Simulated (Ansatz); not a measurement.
This script drives the Ansatz DFT code, driven from Python.

`POSCAR`
```text
MgTi
1.0
   2.84098000    0.01126000   -0.00498000
  -1.41074000    2.54354000    0.00867000
  -0.00905000    0.01296000    5.21830000
Mg Ti
1 1
Direct
   0.01134000    0.06721000    0.98574000
   0.65472000    0.28367000    0.52191000
```

The script, `run_scf.py`:
```python
"""Single point of MgTi, distorted."""

from pathlib import Path
import warnings

import ansatz
from ase.data import atomic_numbers
from ase.io import read
import numpy as np
import spglib

warnings.simplefilter("ignore", ansatz.DeckWarning)

atoms = read("POSCAR", format="vasp")
cell = ansatz.Crystal.from_ase(atoms)

# the calculation
model = cell.calculation()
model = model.functional("r2scan", dispersion="D3(BJ)")
model = model.basis(23 * ansatz.Ha).kpoints(6, 6, 3)
model = model.occupations("cold").density()
model = model.potential()
model = model.electron_localization_function().output_files(volumetric_format="npy")
history = []
out = model.session().plan().execute(on_event=lambda event: history.append(event["data"]["dr2_ev"]) if event["event"] == "scf_iter" else None)
data = out.report
print("density residual by iteration (eV):", " ".join(f"{value:.1e}" for value in history[:40]))

print(f"free energy      {data['free_energy_ev']:.5f} eV")
print(f"per atom         {data['free_energy_ev'] / len(out.lattice.sites):.5f} eV")
print(f"SCF iterations   {data['n_iterations']}  (converged: {data['converged']})")

used = data["setup"]
print("cutoffs (eV):", used["ecut_ev"], used["ecutrho_ev"], " FFT grid:", used["fft_dense"])
print("cell volume {:.3f} A^3, {} symmetry operations".format(used["cell_volume_ang3"], used["n_sym_ops"]))

spg_cell = (out.lattice.cell_ang, [s.position_frac for s in out.lattice.sites], [atomic_numbers[s.symbol] for s in out.lattice.sites])
# space group as spglib finds it
for tolerance in (1e-5, 1e-3, 1e-1):
    print(f"symprec {tolerance:g} A: {spglib.get_spacegroup(spg_cell, symprec=tolerance)}")
print("operations used by the run:", data["n_symmetry_ops"])

rho = out.density()
total = sum(ch.density_e_per_ang3 for ch in rho.channels[:2]) if len(rho.channels) < 3 else rho.channels[0].density_e_per_ang3
print("grid", rho.dims, "electrons", round(float(total.mean() * rho.cell_volume_ang3), 4))
print(f"density range {total.min():.4f} to {total.max():.4f} e/A^3")
print(np.array2string(total[:: max(rho.dims[0] // 8, 1), :: max(rho.dims[1] // 8, 1), 0], precision=3, suppress_small=True))

folder = Path(out.write_results("fields"))
print("densities in e/A^3, potentials in eV, ELF without unit")
for name in sorted(p.name for p in folder.glob("*.npy")):
    field = np.load(folder / name)
    print(f"{name:16s} {str(field.shape):16s} min {field.min():10.4f}  mean {field.mean():10.4f}  max {field.max():10.4f}")
```

It is started by `python run_scf.py`. How long does it take on 1 thread of Arm Neoverse V1 (shared host), and how much memory does it need?

It took about 16 s, with a peak of 0.54 GiB, for 1 run of the engine.

```console
$ python run_scf.py
density residual by iteration (eV): 4.5e-02 4.3e-03 1.7e-03 7.8e-04 1.6e-04 5.3e-06 2.1e-07 1.3e-08
free energy      -4430.55421 eV
per atom         -2215.27711 eV
SCF iterations   8  (converged: True)
cutoffs (eV): 625.861883657724 2503.447534630896  FFT grid: [24, 24, 45]
cell volume 37.791 A^3, 1 symmetry operations
symprec 1e-05 A: P1 (1)
symprec 0.001 A: P1 (1)
symprec 0.1 A: P1 (1)
operations used by the run: 1
grid (24, 24, 45) electrons 22.0
density range 0.1019 to 30.1800 e/A^3
[[23.841 23.554  2.73   0.156  0.119  0.117  0.155  2.849]
 [ 6.283 16.739  5.362  0.252  0.116  0.115  0.117  0.301]
 [ 0.26   1.397  1.203  0.211  0.115  0.114  0.115  0.122]
 [ 0.125  0.146  0.162  0.133  0.115  0.113  0.115  0.119]
 [ 0.125  0.129  0.128  0.123  0.118  0.115  0.114  0.118]
 [ 0.133  0.129  0.13   0.127  0.122  0.117  0.122  0.138]
 [ 0.767  0.207  0.131  0.127  0.123  0.12   0.179  0.683]
 [12.759  4.549  0.256  0.126  0.122  0.12   0.227  4.093]]
densities in e/A^3, potentials in eV, ELF without unit
elf.npy          (24, 24, 45)     min     0.0109  mean     0.3551  max     0.7000
rho.npy          (24, 24, 45)     min     0.1019  mean     0.5822  max    30.1800
v_es.npy         (24, 24, 45)     min   -90.1006  mean     3.9155  max    13.2134
v_tot.npy        (24, 24, 45)     min  -106.7647  mean    -6.5041  max     4.7007
```

Caveats:
- Total energies depend on the potentials; only differences at equal settings carry meaning.
- The dispersion term runs with damping parameters of another functional.
- Dispersion corrections can be off by several per cent in the lattices of metals, and by several GPa in the pressure at a fixed cell.
- The mesh is modest for a metal, so energies can be off by several to tens of meV an atom and pressures by half a GPa or more; differences at equal mesh fare better.
- Grid values close to the nuclei reflect the PAW or pseudopotential construction, not the all-electron fields.
- The cell is a database structure, distorted on purpose.
- The script silences the warnings on its input, which a real study should read.

(A comment or docstring line of the script was reworded after the run, the code is as it ran; lines on the test bed's own set-up are left out of the output.)
